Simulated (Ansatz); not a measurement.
Crystal: MnHg.

```
Hg Mn
1.0
     3.31500    0.00000    0.00000
     0.00000    3.31500    0.00000
     0.00000    0.00000    3.31500
Hg Mn
1 1
Cartesian
  0.0000 0.0000 0.0000
  1.6575 1.6575 1.6575
```

Base run:

* Program: Ansatz 0.2.0
* Functional: LDA
* Potentials or basis: Ansatz PAW
* Cutoff: 420 eV
* Density cutoff: 1680 eV
* k mesh: 8 × 8 × 8
* Occupations: gaussian, width 0.02 eV
* Spin: collinear spin, ferromagnetic start
* Starting moments: [0.0, 4.0] μB

Its results: band gap on the k mesh none (metal or under the smearing width); pressure -10.2 GPa; net moment 3.73 μB per cell; site moments Hg -0.03; Mn +3.70 μB.

The run is repeated on the same cell with these changes: occupations from gaussian, width 0.02 eV to gaussian, width 0.05 eV. What comes out?

Band gap on the k mesh none (metal or under the smearing width); pressure -9.8 GPa; net moment 3.78 μB per cell; site moments Hg -0.03; Mn +3.74 μB.

Caveats: the PAW data sets come from PBE, with cores solved anew for the run's functional, which leaves a small shift of forces and pressure.

Not every run made on this cell is shown here.
